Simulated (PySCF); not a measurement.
**InCl−: bond curves at several levels of theory**

One job finds the state of InCl−, follows it along the bond with each method and fits the curves.

Computed with PySCF 2.14.0. Level: In def2-TZVPPD with ECP28, Cl def2-TZVPPD, scalar-relativistic core potentials.

2 further runs of the same task are left out: 2 set aside as unsound or not needed.

### 1 The job

The job is set up so:

```
atoms                         : In, Cl
charge                        : -1
basis                         : In def2-TZVPPD with ECP28, Cl def2-TZVPPD
Hamiltonian                   : scalar-relativistic core potentials
basis functions               : 107
electrons treated             : 39
masses in u                   : 114.9039, 34.9689
levels                        : PBE0, PBE, r²SCAN, PBEsol, revPBE, B2PLYP, BP86, MN15, HSE06, HF, MP2, SCS-MP2, CCSD, CCSD(T)
grid                          : 80 radial by 434 angular points
occupations                   : held fixed by the projection of orbital angular momentum
dissociation limit            : In + Cl−, each in its ground configuration
starting distance in angstrom : 2.460
values of 2S to try           : 1, 3
```

Started as:

```console
$ OMP_NUM_THREADS=2 python dia.py task.json out
```

Further steps of the session: First curve: PBE0; PBE; r²SCAN (meta-GGA); PBEsol (GGA); revPBE; B2PLYP; BP86 (GGA); MN15 (hybrid meta-GGA); HSE06 (range-separated hybrid); UHF (mean field); Adding correlation.

Q: Predict the outcome of this session. Wanted: for each run, Re; ωe; De; μ.

The runs gave:

Lowest PBE0 solution found, without spin–orbit coupling: ²Π (doublet), unpaired electrons π ↑.

| level | Re (Å) | ωe (cm⁻¹) | De (eV) | μ (D) |
| --- | --- | --- | --- | --- |
| UHF | 2.637 | 195.4 | 1.10 | -2.47 |
| UHF-MP2 | 2.579 | 217.6 | 1.34 | n/a |
| UHF-SCS-MP2 | 2.601 | 209.1 | 1.25 | n/a |
| UHF-CCSD | 2.591 | 213.5 | 1.28 | n/a |
| UHF-CCSD(T) | 2.587 | 216.7 | 1.33 | n/a |
| PBE | 2.615 | 207.2 | 1.39 | -2.13 |
| PBEsol | 2.567 | 222.9 | 1.55 | -1.79 |
| revPBE | 2.645 | 196.6 | 1.24 | -2.28 |
| BP86 | 2.618 | 206.7 | 1.36 | -2.13 |
| r²SCAN | 2.581 | 220.2 | 1.48 | -1.97 |
| PBE0 | 2.588 | 214.9 | 1.38 | -2.13 |
| HSE06 | 2.590 | 215.2 | 1.41 | -2.11 |
| MN15 | 2.589 | 212.4 | 1.45 | -2.43 |
| B2PLYP | 2.611 | 207.9 | 1.27 | -2.40 |

De is counted to In + Cl− in their ground configurations. A positive dipole points from In to Cl; in an ion it is taken about the centre of mass and does not tell which atom is negative.

Differences from CCSD(T) in the same basis:

| level | Re (mÅ) | ωe (%) |
| --- | --- | --- |
| UHF | +51 | -9.8 |
| UHF-MP2 | -8 | +0.4 |
| UHF-SCS-MP2 | +15 | -3.5 |
| UHF-CCSD | +5 | -1.5 |
| PBE | +28 | -4.4 |
| PBEsol | -19 | +2.8 |
| revPBE | +58 | -9.3 |
| BP86 | +32 | -4.6 |
| r²SCAN | -5 | +1.6 |
| PBE0 | +2 | -0.8 |
| HSE06 | +4 | -0.7 |
| MN15 | +2 | -2.0 |
| B2PLYP | +25 | -4.1 |

Judged by CCSD(T) in the same basis: best bond length PBE0 and MN15 (+2 mÅ), worst revPBE (+58 mÅ); best wavenumber UHF-MP2 (+0.4 %), worst UHF (-9.8 %). Of the levels with a De here, UHF gives the least (1.10 eV) and PBEsol the most (1.55 eV).

Correlated steps freeze 9 core orbitals. These are scalar-relativistic numbers at best; spin–orbit coupling would shift them, the dissociation energy most. B2PLYP dipoles, levels and charges come from its SCF part alone. With some functionals the highest level of the anion is positive, from self-interaction error or because the anion is truly unbound there; the finite basis then holds the extra electron, and no neutral molecule was run to test the binding.
